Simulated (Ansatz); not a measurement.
## CH4F2OSi, SMILES FC(F)O[SiH3]: a ladder of methods at one geometry

Program: Ansatz 0.2.0 through its Python package.

`methods_ch4f2osi.py`:
```python
"""One geometry of CH4F2OSi, method by method."""

from pathlib import Path

import ansatz as az
import numpy as np

geometry_ang = [
    ("F", (2.2779, -1.2068, 0.1158)),
    ("C", (1.2541, -0.2197, 0.1522)),
    ("F", (1.552, 0.724, -0.7812)),
    ("O", (0.1299, -0.8271, -0.2332)),
    ("Si", (-1.3038, 0.0879, -0.1602)),
    ("H", (1.24, 0.2339, 1.1583)),
    ("H", (-2.4803, -0.7582, -0.2832)),
    ("H", (-1.2499, 1.1439, -1.2109)),
    ("H", (-1.3314, 0.7758, 1.2253)),
]
geometry = az.Crystal.molecule()
for symbol, xyz in geometry_ang:
    geometry = geometry.atom(symbol, xyz)

job = geometry.calculation().basis(gaussian="def2-SVP")

print("functional    E (Ha)        dipole (D)   HOMO (eV)  LUMO (eV)")
for name in ["b3lyp", "r2scan0", "blyp", "revpbe"]:
    report = job.functional(name).forces().orbitals().run(threads=1, runs_dir="runs").report
    lines = Path(report["orbitals_path"]).read_text().splitlines()
    field_of = lambda key: [line.split("=")[1].strip() for line in lines if line.startswith(key)]
    orbitals = [(27.211386 * float(e), s, float(n)) for e, s, n in zip(field_of("Ene="), field_of("Spin="), field_of("Occup="))]
    homo = max(e for e, _, n in orbitals if n > 0.5)
    lumo = min(e for e, _, n in orbitals if n < 0.5)
    dipole = 4.803205 * np.linalg.norm(report["charge_distribution"]["dipole_moment_e_ang"])
    print(f"{name:10s} {report['free_energy_ev'] / 27.211386246:14.6f} {dipole:9.3f} {homo:11.3f} {lumo:10.3f}")
```

Output of `python methods_ch4f2osi.py`:
```text
functional    E (Ha)        dipole (D)   HOMO (eV)  LUMO (eV)
b3lyp         -604.621971     2.786      -9.081      0.092
r2scan0       -604.383886     2.954      -9.669      0.471
blyp          -604.544337     2.539      -7.583     -0.434
revpbe        -604.433716     2.547      -7.685     -0.508
```

What to keep in mind:
- Total energies depend on the basis set; only differences at equal settings carry meaning.
- The geometry is a force-field or estimated start, not a minimum of this method, and the basis set is short of its limit. A lower total doesn't mark the better method: functionals have no common bound, and MP2 and coupled cluster aren't variational.
- b3lyp holds the VWN-RPA fit, as in Gaussian; the form of ORCA and Turbomole is b3lyp5.
- Levels such as HOMO and LUMO are orbital energies: with these approximate functionals they aren't the ionisation energy and electron affinity, and their gap isn't the fundamental gap.
- Hardware and time: 9.3 s on 1 thread of Intel(R) Xeon(R) 6975P-C (Granite Rapids) (shared host), peak memory 0.27 GiB.
